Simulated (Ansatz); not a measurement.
# Ca (Calcium): the cost of one run

Computed with Ansatz 0.2.0 (DFT PBE, scalar-relativistic, plane waves, PAW, unless a step's input says otherwise).

1 further run of the same task is left out (set aside as unsound or not needed).

## Step 1: Starting point

Symmetry: Fm-3m, No. 225, cubic system. The conventional cell has a = 5.525 Å, b = 5.525 Å, c = 5.525 Å, α = 90.00°, β = 90.00°, γ = 90.00°. Around Ca (site symmetry m-3m) lie 12 Ca at 3.91 Å.

As a file:

```
CELL_PARAMETERS angstrom
0.00000 2.76240 2.76240
2.76240 0.00000 2.76240
2.76240 2.76240 0.00000
ATOMIC_POSITIONS crystal
Ca 0.00000 0.00000 0.00000
```

This cell was relaxed beforehand with the same method: volume 42.16 Å³/atom, gap on the mesh none (metal).

Bulk energy on matching settings, from an earlier run: -1816.8572 eV/atom.

## Step 2: The (110) slab

Miller indices refer to the conventional cell of the relaxed bulk, Fm-3m (No. 225): a = 5.525 Å, b = 5.525 Å, c = 5.525 Å, α = 90.00°, β = 90.00°, γ = 90.00°.

The slab is a (110) slab, 11.7 Å thick as cut, with 15 Å of vacuum; its outer planes are Ca (top) and Ca (bottom).

The slab as cut. Its planes from the bottom up:

```
plane  atoms per cell  height over the lowest (Å)
    1              Ca                        0.00
    2              Ca                        1.95
    3              Ca                        3.91
    4              Ca                        5.86
    5              Ca                        7.81
    6              Ca                        9.77
    7              Ca                       11.72
```

## Step 3: Single point on the unrelaxed (110) slab

A dipole layer in the vacuum cancels the field that periodic copies would set up if the slab's two faces differ.

input.yaml

```yaml
crystal:
  lattice:
    - [3.9066182645, 0.0, 0.0]
    - [0.0, 5.5247925326, 0.0]
    - [0.0, 0.0, 26.7198547934]
  atoms:
    - { symbol: Ca, position: [0.5, 0.5, 0.2806901481] }
    - { symbol: Ca, position: [0.0, 0.0, 0.3537934321] }
    - { symbol: Ca, position: [0.5, 0.5, 0.426896716] }
    - { symbol: Ca, position: [0.0, 0.0, 0.5] }
    - { symbol: Ca, position: [0.5, 0.5, 0.573103284] }
    - { symbol: Ca, position: [0.0, 0.0, 0.6462065679] }
    - { symbol: Ca, position: [0.5, 0.5, 0.7193098519] }
basis:
  ecutwfc: 420
kpoints:
  mp_grid: { grid: [9, 6, 1] }
hamiltonian:
  xc: pbe
scf:
  occupations: { method: gaussian, width: 0.1 }
output:
  forces: true
  stress: true
  eigenvalues: true
efield:
  axis: 3
  dipole_correction: true
```

Started as:

```bash
ansatz run input.yaml --threads 1 --pin off --max-ram 2560MiB --backend cpu --events-out ev --progress --plain --runs-dir out
```

Q: Estimate wall time and peak memory on 1 thread of Arm Neoverse V1, shared host.

About 57 s, with a peak of 0.69 GiB.
